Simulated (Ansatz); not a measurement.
# SiNH4SF (SMILES N[SiH](F)S): levels of theory compared

Aim: a comparison of 6 runs (HF/def2-SVP, B3LYP/6-31G*, PBE0/def2-SVP, B3LYP/cc-pVTZ, MP2/aug-cc-pVDZ, MP2/def2-TZVP) of SiNH4SF. 

The calculation is run with Ansatz 0.2.0.

**1. The system as given**

SiNH4SF has 8 atoms, charge 0, and is taken as a singlet. As SMILES, `N[SiH](F)S`. The shape is that of a PBE0-D4/def2-TZVP optimisation. This is one conformer, not always the lowest.

Bond lengths: N1–Si2 1.688 Å, Si2–F3 1.602 Å, Si2–S4 2.122 Å, N1–H5 1.006 Å, N1–H6 1.006 Å, Si2–H7 1.477 Å, S4–H8 1.344 Å. Angles: N1–Si2–F3 115.9°, N1–Si2–S4 106.2°, F3–Si2–S4 106.4°, N1–Si2–H7 108.1°, F3–Si2–H7 105.1°, S4–Si2–H7 115.5°, Si2–N1–H5 122.0°, Si2–N1–H6 122.7°, Si2–S4–H8 93.8°, H5–N1–H6 112.8°.

**2. Energy and gradient at HF/def2-SVP (run 1)**

Contents of input.yaml:

```yaml
crystal:
  periodic: [false, false, false]
  atoms:
    - {symbol: N, position_ang: [-0.902100, 0.955900, 0.412200]}
    - {symbol: Si, position_ang: [0.375500, -0.130000, 0.216300]}
    - {symbol: F, position_ang: [1.704300, 0.467300, -0.449000]}
    - {symbol: S, position_ang: [-0.326800, -1.638000, -1.101100]}
    - {symbol: H, position_ang: [-0.992800, 1.530800, 1.232700]}
    - {symbol: H, position_ang: [-1.456600, 1.286800, -0.359400]}
    - {symbol: H, position_ang: [0.790500, -0.596200, 1.554500]}
    - {symbol: H, position_ang: [0.900300, -1.933500, -1.562000]}
basis:
  gaussian: {orbitals: def2-SVP}
hamiltonian: {xc: hf}
accuracy: high
output: {forces: true, orbitals: {seedname: orbitals}}
```

The run is started by

```sh
$ ansatz run input.yaml --threads 1 --pin off --max-ram 2610MiB --events-out events.jsonl --progress --plain --runs-dir runs
```

Log:

```text
Warning: RAYON_NUM_THREADS=1 ignored (pool sized by the plan → 1); use --threads N
Functional definition: HF
  name "HF"
  exchange = exact_x
  correlation = 0
1802 factors; integrals over basis functions are off by at most 3.6e-9 eV
mean field evaluation 1: about -22921.7787 eV, gradient 3.6e1 eV
mean field evaluation 2: about -22921.8641 eV, gradient 3.6e1 eV
mean field evaluation 4: about -22924.6996 eV, gradient 2.6e0 eV
mean field evaluation 8: about -22924.7320 eV, gradient 1.9e-1 eV
mean field evaluation 16: about -22924.7322 eV, gradient 2.9e-8 eV
mean field -22924.73217389 eV, -842.4683684488 hartree, gradient 2.9e-8 eV, S^2 0.000000; 0 other end points of the search recorded, 0 dependent functions left out
the calculation of the forces begins
reference -22924.73217389 eV, -842.4683684488 hartree; 25, 25 occupied and 59, 59 virtual orbitals, 1802 factors
Total energy: -22924.73217389 eV, -842.4683684488 hartree
Atom 0 at    -0.902100     0.955900     0.412200 Å, force    -0.208154     0.416421     0.023190 eV/Å
Atom 1 at     0.375500    -0.130000     0.216300 Å, force    -0.309000    -0.208570     0.642401 eV/Å
Atom 2 at     1.704300     0.467300    -0.449000 Å, force     0.337064     0.176394    -0.219281 eV/Å
Atom 3 at    -0.326800    -1.638000    -1.101100 Å, force     0.323388    -0.195061    -0.229645 eV/Å
Atom 4 at    -0.992800     1.530800     1.232700 Å, force    -0.007842    -0.111891    -0.229062 eV/Å
Atom 5 at    -1.456600     1.286800    -0.359400 Å, force     0.114251    -0.055194     0.221852 eV/Å
Atom 6 at     0.790500    -0.596200     1.554500 Å, force    -0.006667     0.037217    -0.192645 eV/Å
Atom 7 at     0.900300    -1.933500    -1.562000 Å, force    -0.243039    -0.059316    -0.016809 eV/Å
Dipole moment:    -0.168034     0.235195     0.173641 e Å
```

Wall time 5.1 s (1 thread of Intel Xeon Platinum 8259CL at 2.50GHz (Skylake/Cascade Lake), shared host).

**3. Energy and forces at B3LYP/6-31G(d) (Cartesian functions) (run 2)**

Contents of run.yaml:

```yaml
crystal:
  periodic: [false, false, false]
  atoms:
    - {symbol: N, position_ang: [-0.902100, 0.955900, 0.412200]}
    - {symbol: Si, position_ang: [0.375500, -0.130000, 0.216300]}
    - {symbol: F, position_ang: [1.704300, 0.467300, -0.449000]}
    - {symbol: S, position_ang: [-0.326800, -1.638000, -1.101100]}
    - {symbol: H, position_ang: [-0.992800, 1.530800, 1.232700]}
    - {symbol: H, position_ang: [-1.456600, 1.286800, -0.359400]}
    - {symbol: H, position_ang: [0.790500, -0.596200, 1.554500]}
    - {symbol: H, position_ang: [0.900300, -1.933500, -1.562000]}
basis:
  gaussian:
    orbitals: "6-31G*"
hamiltonian:
  xc: {name: B3LYP}
accuracy: high
output:
  forces: true
  orbitals: {seedname: orbitals}
```

The run is started by

```sh
$ ansatz run run.yaml --threads 1 --pin off --max-ram 2610MiB --events-out events.jsonl --progress --plain --runs-dir runs
```

Log:

```text
Warning: RAYON_NUM_THREADS=1 ignored (pool sized by the plan → 1); use --threads N
Functional definition: B3LYP
  name "B3LYP"
  parameter a0 = 0.2
  parameter ax = 0.72
  parameter ac = 0.81
  exchange = (1 - a0 - ax)*slater_x + ax*b88_x + a0*exact_x
  correlation = (1 - ac)*vwn_rpa_c + ac*lyp_c
1627 factors; integrals over basis functions are off by at most 3.6e-9 eV
mean field evaluation 1: about -22981.3965 eV, gradient 6.0e1 eV
mean field evaluation 2: about -22972.7174 eV, gradient 8.6e1 eV
mean field evaluation 4: about -22988.0035 eV, gradient 3.1e0 eV
mean field evaluation 8: about -22988.1723 eV, gradient 3.5e-1 eV
mean field evaluation 16: about -22988.1726 eV, gradient 2.6e-5 eV
mean field -22988.17263301 eV, -844.7997623200 hartree, gradient 1.8e-8 eV, S^2 0.000000; 0 other end points of the search recorded, 0 dependent functions left out
the calculation of the forces begins
reference -22988.17267108 eV, -844.7997637190 hartree; 25, 25 occupied and 51, 51 virtual orbitals, 1627 factors
Total energy: -22988.17267108 eV, -844.7997637190 hartree
Atom 0 at    -0.902100     0.955900     0.412200 Å, force    -0.221283     0.042540     0.064735 eV/Å
Atom 1 at     0.375500    -0.130000     0.216300 Å, force    -0.001477    -0.184162     0.398870 eV/Å
Atom 2 at     1.704300     0.467300    -0.449000 Å, force     0.515917     0.227416    -0.270207 eV/Å
Atom 3 at    -0.326800    -1.638000    -1.101100 Å, force    -0.215287    -0.202299    -0.136892 eV/Å
Atom 4 at    -0.992800     1.530800     1.232700 Å, force    -0.026874     0.157125     0.219133 eV/Å
Atom 5 at    -1.456600     1.286800    -0.359400 Å, force    -0.146806     0.099689    -0.200675 eV/Å
Atom 6 at     0.790500    -0.596200     1.554500 Å, force    -0.034462    -0.021559     0.058345 eV/Å
Atom 7 at     0.900300    -1.933500    -1.562000 Å, force     0.130272    -0.118750    -0.133309 eV/Å
Dipole moment:    -0.130403     0.298182     0.173238 e Å
```

Run time: 11 s. Hardware: 1 thread of Intel Xeon Platinum 8259CL at 2.50GHz (Skylake/Cascade Lake), shared host.

**4. Energy and gradient at PBE0/def2-SVP (run 3)**

Contents of molecule.yaml:

```yaml
crystal:
  periodic: [false, false, false]
  atoms:
    - {symbol: N, position_ang: [-0.902100, 0.955900, 0.412200]}
    - {symbol: Si, position_ang: [0.375500, -0.130000, 0.216300]}
    - {symbol: F, position_ang: [1.704300, 0.467300, -0.449000]}
    - {symbol: S, position_ang: [-0.326800, -1.638000, -1.101100]}
    - {symbol: H, position_ang: [-0.992800, 1.530800, 1.232700]}
    - {symbol: H, position_ang: [-1.456600, 1.286800, -0.359400]}
    - {symbol: H, position_ang: [0.790500, -0.596200, 1.554500]}
    - {symbol: H, position_ang: [0.900300, -1.933500, -1.562000]}
basis:
  gaussian:
    orbitals: def2-SVP
accuracy: high
hamiltonian:
  xc: {name: PBE0}
output:
  forces: true
  orbitals: {seedname: orbitals}
```

The run is started by

```sh
$ ansatz run molecule.yaml --threads 1 --pin off --max-ram 2610MiB --events-out events.jsonl --progress --plain --runs-dir runs
```

Log:

```text
Warning: RAYON_NUM_THREADS=1 ignored (pool sized by the plan → 1); use --threads N
Functional definition: PBE0
  name "PBE0"
  parameter a = 0.25
  parameter kappa = 0.804
  parameter beta = 0.06672455060314922
  exchange = (1 - a)*pbe_x(kappa = kappa, mu = beta*pi^2/3) + a*exact_x
  correlation = pbe_c(beta = beta)
1802 factors; integrals over basis functions are off by at most 3.6e-9 eV
mean field evaluation 1: about -22962.0709 eV, gradient 5.5e1 eV
mean field evaluation 2: about -22957.0015 eV, gradient 7.2e1 eV
mean field evaluation 4: about -22967.5190 eV, gradient 1.7e0 eV
mean field evaluation 8: about -22967.7227 eV, gradient 3.1e-1 eV
mean field evaluation 16: about -22967.7230 eV, gradient 3.8e-5 eV
mean field -22967.72300720 eV, -844.0482524327 hartree, gradient 4.8e-8 eV, S^2 0.000000; 0 other end points of the search recorded, 0 dependent functions left out
the calculation of the forces begins
reference -22967.72300953 eV, -844.0482525184 hartree; 25, 25 occupied and 59, 59 virtual orbitals, 1802 factors
Total energy: -22967.72300953 eV, -844.0482525184 hartree
Atom 0 at    -0.902100     0.955900     0.412200 Å, force    -0.064879    -0.023100     0.014938 eV/Å
Atom 1 at     0.375500    -0.130000     0.216300 Å, force    -0.539496    -0.464481     0.443294 eV/Å
Atom 2 at     1.704300     0.467300    -0.449000 Å, force     0.827198     0.374585    -0.444911 eV/Å
Atom 3 at    -0.326800    -1.638000    -1.101100 Å, force    -0.215672    -0.087280    -0.066752 eV/Å
Atom 4 at    -0.992800     1.530800     1.232700 Å, force    -0.035835     0.183166     0.262931 eV/Å
Atom 5 at    -1.456600     1.286800    -0.359400 Å, force    -0.183691     0.106814    -0.247328 eV/Å
Atom 6 at     0.790500    -0.596200     1.554500 Å, force     0.039561    -0.034803     0.125479 eV/Å
Atom 7 at     0.900300    -1.933500    -1.562000 Å, force     0.172815    -0.054900    -0.087650 eV/Å
Dipole moment:    -0.160679     0.250346     0.142401 e Å
```

It took 11 s on 1 thread of Intel Xeon Platinum 8259CL at 2.50GHz (Skylake/Cascade Lake), shared host.

Runs 4 to 5 aren't shown in full; the table further down has their settings and results.

**5. Energy and gradient at MP2/def2-TZVP (run 6)**

Edit run.yaml of step 3 so:

```diff
@@ -3,3 +3,3 @@
   atoms:
-    - {symbol: N, position_ang: [-0.902100, 0.955900, 0.412200]}
+    - {symbol: "N", position_ang: [-0.902100, 0.955900, 0.412200]}
     - {symbol: Si, position_ang: [0.375500, -0.130000, 0.216300]}
@@ -13,8 +13,7 @@
   gaussian:
-    orbitals: "6-31G*"
-hamiltonian:
-  xc: {name: B3LYP}
+    orbitals: def2-TZVP
+correlation:
+  method: mp2
+  frozen_orbitals: {F: 1, H: 0, "N": 1, S: 5, Si: 5}
 accuracy: high
-output:
-  forces: true
-  orbitals: {seedname: orbitals}
+output: {forces: true, orbitals: {seedname: orbitals}}
```

The run is started by

```sh
$ ansatz run run.yaml --threads 1 --pin off --max-ram 2610MiB --events-out events.jsonl --progress --plain --runs-dir runs
```

Log:

```text
Warning: RAYON_NUM_THREADS=1 ignored (pool sized by the plan → 1); use --threads N
[... 4 set-up lines as earlier in the session ...]
2823 factors; integrals over basis functions are off by at most 5.7e-9 eV
mean field evaluation 1: about -22933.3479 eV, gradient 4.1e1 eV
mean field evaluation 2: about -22933.5083 eV, gradient 4.1e1 eV
mean field evaluation 4: about -22936.8762 eV, gradient 3.0e0 eV
mean field evaluation 8: about -22936.9209 eV, gradient 2.9e-1 eV
mean field evaluation 16: about -22936.9213 eV, gradient 1.1e-8 eV
mean field -22936.92130515 eV, -842.9163107605 hartree, gradient 2.7e-8 eV, S^2 0.000000; 0 other end points of the search recorded, 0 dependent functions left out
12 core orbitals not correlated: weight in the atoms' cores, before any rotation towards them, 1.000 or more for the frozen orbitals, at most 0.000 for the correlated occupied ones
reference -22936.92130515 eV, -842.9163107605 hartree; 13, 13 occupied and 135, 135 virtual orbitals, 2823 factors
second order -20.28083938 eV of doubles, -0.00000000 eV of singles
the calculation of the forces begins
Total energy: -22957.20214453 eV, -843.6616178610 hartree
Atom 0 at    -0.902100     0.955900     0.412200 Å, force    -0.055554    -0.008136     0.017515 eV/Å
Atom 1 at     0.375500    -0.130000     0.216300 Å, force     0.105119    -0.114329     0.155258 eV/Å
Atom 2 at     1.704300     0.467300    -0.449000 Å, force     0.078098     0.022958    -0.027248 eV/Å
Atom 3 at    -0.326800    -1.638000    -1.101100 Å, force     0.073102    -0.062164    -0.062051 eV/Å
Atom 4 at    -0.992800     1.530800     1.232700 Å, force    -0.008611     0.054272     0.064761 eV/Å
Atom 5 at    -1.456600     1.286800    -0.359400 Å, force    -0.047412     0.029456    -0.057577 eV/Å
Atom 6 at     0.790500    -0.596200     1.554500 Å, force    -0.047314     0.044253    -0.137040 eV/Å
Atom 7 at     0.900300    -1.933500    -1.562000 Å, force    -0.097428     0.033691     0.046381 eV/Å
Dipole moment:    -0.169342     0.226414     0.139545 e Å
```

Wall time 41 s (1 thread of Intel Xeon Platinum 8259CL at 2.50GHz (Skylake/Cascade Lake), shared host); peak memory 0.71 GiB.

**6. The series**

```csv
run,level,Cartesian functions,frozen core orbitals,energy (Eh),dipole moment (D),HOMO energy (eV),LUMO energy (eV),wall time
1,HF/def2-SVP,no,–,-842.468368,1.62,-10.46,4.29,5.1 s
2,B3LYP/6-31G* (Cartesian functions),yes,–,-844.799764,1.77,-7.22,0.69,11 s
3,PBE0/def2-SVP,no,–,-844.048253,1.58,-7.49,0.92,11 s
4,B3LYP/cc-pVTZ,no,–,-844.949133,1.58,-7.38,0.20,43 s
5,MP2/aug-cc-pVDZ,no,12,-843.465021,1.50,-10.54,0.92,32 s
6,MP2/def2-TZVP,no,12,-843.661618,1.51,-10.53,3.32,41 s
```

**7. Summary of results**

| quantity | value |
| --- | --- |
| run 6: total energy | -843.66162 Eh |
| run 6: dipole moment (correlated density) | 1.51 D |
| run 6: HOMO energy (Hartree–Fock orbitals) | -10.53 eV |
| run 6: LUMO energy (Hartree–Fock orbitals) | 3.32 eV |
| run 6: HOMO–LUMO gap (Hartree–Fock orbitals) | 13.86 eV |
| run 6: correlation energy (12 core orbitals frozen) | -745.3 mEh |
| run 6: largest force on an atom | 0.220 eV/Å |

In words: The dipole moment (its size) runs from 1.50 D (MP2/aug-cc-pVDZ) to 1.77 D (B3LYP/6-31G*). The two ends differ in method and basis. Over runs 1, 2, 3, 4 the HOMO–LUMO gap runs from 7.59 eV (B3LYP/cc-pVTZ) to 14.75 eV (HF/def2-SVP). Totals of different functionals can't be ranked against each other. All runs together took 2.4 min, the longest 43 s.
